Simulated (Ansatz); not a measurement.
**C9H12O: a ladder of functionals and wavefunction methods**

How much do the methods differ for C9H12O? The plan is to run it at one geometry with functionals of several rungs and with coupled cluster, and see how far each lands from CCSD(T) at the basis-set limit for the atomisation energy.

Program: Ansatz 0.2.0, Gaussian basis. Level of theory: functionals in def2-TZVPP, the program's frozen cores in correlated methods. These are calculated values, not measurements.

Plan: LDA (SPW92), PBE-D4, revPBE-D4, BLYP-D4, r2SCAN-D4, B97M-V, PBE0-D4, B3LYP-D4, r2SCANh-D4, r2SCAN0-D4, HSE06-D4, BHLYP-D4, CAM-B3LYP-D4, LC-ωPBE, ωB97X-V, ωB97M-V, B2PLYP, PBE-QIDH; CCSD(T)/def2-SVP; CCSD(T)/def2-TZVPP; MP2/def2-QZVPP; extrapolation to the limit; RPA on PBE.

## Step 1: The geometry

All runs share one geometry, relaxed beforehand with PBE0-D4 in a triple-zeta def2 set.

22 atoms, charge 0, spin multiplicity 1.

Atoms are counted from 1 here; the program's logs count them from 0.

Bond lengths: C1–C2 1.526 Å, C1–H11 1.093 Å, C1–H12 1.092 Å, C1–H13 1.093 Å, C2–C3 1.526 Å, C2–C4 1.510 Å, C2–H14 1.096 Å, C3–H15 1.092 Å, C3–H16 1.093 Å, C3–H17 1.093 Å, C4–C5 1.392 Å, C4–C10 1.389 Å, C5–C6 1.386 Å, C5–H18 1.084 Å, C6–C7 1.385 Å, C6–H19 1.084 Å, C7–C8 1.387 Å, C7–H20 1.083 Å and more. Angles: C2–C1–H11 111.0°, C2–C1–H12 111.3°, C2–C1–H13 110.6°, H11–C1–H12 107.7°, H11–C1–H13 107.7°, H12–C1–H13 108.3°, C1–C2–C3 111.1°, C1–C2–C4 111.5°, C1–C2–H14 107.7°, C3–C2–C4 111.5°, C3–C2–H14 107.7°, C4–C2–H14 107.0°, C2–C3–H15 111.2°, C2–C3–H16 111.0°, C2–C3–H17 110.7°, H15–C3–H16 107.7°, H15–C3–H17 108.3°, H16–C3–H17 107.7° and more.

## Step 2: LDA

This LDA is Slater exchange with PW92 correlation.

in.yaml

```yaml
crystal:
  periodic: [false, false, false]
  atoms:
    - {symbol: C, position_ang: [0.282502, -1.114457, -2.189841]}
    - {symbol: C, position_ang: [0.156892, -1.314734, -0.682690]}
    - {symbol: C, position_ang: [-1.021660, -2.223461, -0.346888]}
    - {symbol: C, position_ang: [0.063748, 0.004110, 0.045798]}
    - {symbol: C, position_ang: [-0.993217, 0.881273, -0.179931]}
    - {symbol: C, position_ang: [-1.057699, 2.086381, 0.501586]}
    - {symbol: C, position_ang: [-0.080875, 2.443847, 1.415423]}
    - {symbol: C, position_ang: [0.975345, 1.574040, 1.645185]}
    - {symbol: O, position_ang: [1.918730, 1.949066, 2.545818]}
    - {symbol: C, position_ang: [1.042595, 0.364591, 0.962966]}
    - {symbol: H, position_ang: [-0.611421, -0.635245, -2.597290]}
    - {symbol: H, position_ang: [1.139314, -0.483479, -2.435246]}
    - {symbol: H, position_ang: [0.406228, -2.074786, -2.697291]}
    - {symbol: H, position_ang: [1.070335, -1.810287, -0.334509]}
    - {symbol: H, position_ang: [-1.099820, -2.388680, 0.729723]}
    - {symbol: H, position_ang: [-1.963631, -1.784385, -0.685540]}
    - {symbol: H, position_ang: [-0.911545, -3.194587, -0.836637]}
    - {symbol: H, position_ang: [-1.770682, 0.624889, -0.890396]}
    - {symbol: H, position_ang: [-1.884967, 2.763208, 0.318972]}
    - {symbol: H, position_ang: [-0.121364, 3.382878, 1.953403]}
    - {symbol: H, position_ang: [2.586662, 1.260643, 2.607657]}
    - {symbol: H, position_ang: [1.874543, -0.310827, 1.149747]}
basis:
  gaussian: {orbitals: def2-TZVPP}
hamiltonian: {xc: lda}
output: {orbitals: {seedname: orbitals}}
```

Started as:

```sh
> ansatz run in.yaml --threads 4 --pin off --events-out ev --progress --plain --max-ram 46080MiB --backend cuda --devices 0, --max-vram 37GiB
```

The runs that follow: PBE-D4 (GGA); revPBE-D4 (GGA); BLYP-D4 (GGA); r2SCAN-D4 (meta-GGA); B97M-V (meta-GGA); PBE0-D4 (hybrid); B3LYP-D4 (hybrid); r2SCANh-D4 (hybrid); r2SCAN0-D4 (hybrid); HSE06-D4 (hybrid); BHLYP-D4 (hybrid); CAM-B3LYP-D4 (range-separated); LC-ωPBE (range-separated); ωB97X-V (range-separated); ωB97M-V (range-separated); B2PLYP (double hybrid); PBE-QIDH (double hybrid); CCSD(T) in def2-SVP; CCSD(T) in def2-TZVPP; MP2 in def2-QZVPP; RPA on PBE orbitals.

Before running them: what should the planned runs give, taken together? Wanted: atomisation energy, CCSD(T)/CBS; farthest beyond LDA; mean size of error, GGA; mean size of error, meta-GGA; mean size of error, hybrid; mean size of error, range-separated; mean size of error, double hybrid; gap, smallest and largest; T1 diagnostic.

The runs gave:

```
                                quantity                                                     value
         atomisation energy, CCSD(T)/CBS                                           2353.9 kcal/mol
functionals within 11.8 kcal/mol (0.5 %)  BLYP-D4, B3LYP-D4, r2SCANh-D4, LC-ωPBE, ωB97X-V, ωB97M-V
                     farthest beyond LDA                                   PBE-D4 (+79.3 kcal/mol)
                 mean size of error, GGA                                             35.3 kcal/mol
            mean size of error, meta-GGA                                             16.2 kcal/mol
              mean size of error, hybrid                                             27.4 kcal/mol
     mean size of error, range-separated                                              9.9 kcal/mol
       mean size of error, double hybrid                                             13.7 kcal/mol
               gap, smallest and largest                 4.32 eV (LDA (SPW92)), 10.84 eV (LC-ωPBE)
                           T1 diagnostic                                                    0.0108
 triples share of the correlation energy                                                     4.6 %
```

What this shows: LDA overbinds by 364.9 kcal/mol (16 %). PBE-D4 is off by +79.3 kcal/mol. Double hybrids carry the basis error of their MP2 part in triple zeta, and no dispersion term here, so their miss is partly the set-up's. Taken by rung, range-separated functionals do best (9.9 kcal/mol on average) and GGA ones worst beyond LDA (35.3 kcal/mol). The gap between the best rungs is small, so their order is not settled. Misses under about 11.8 kcal/mol are within the doubt on the reference itself, which lacks core-valence correlation, relativity and higher excitations. Hartree-Fock recovers 74 % of the binding; the rest is correlation. CCSD(T) in def2-SVP is off by -82.9 kcal/mol, worse than the median functional, from the basis alone. Orbital gaps span 4.3 to 10.8 eV; exact exchange widens them. The restricted reference is unstable towards a spin-broken one.
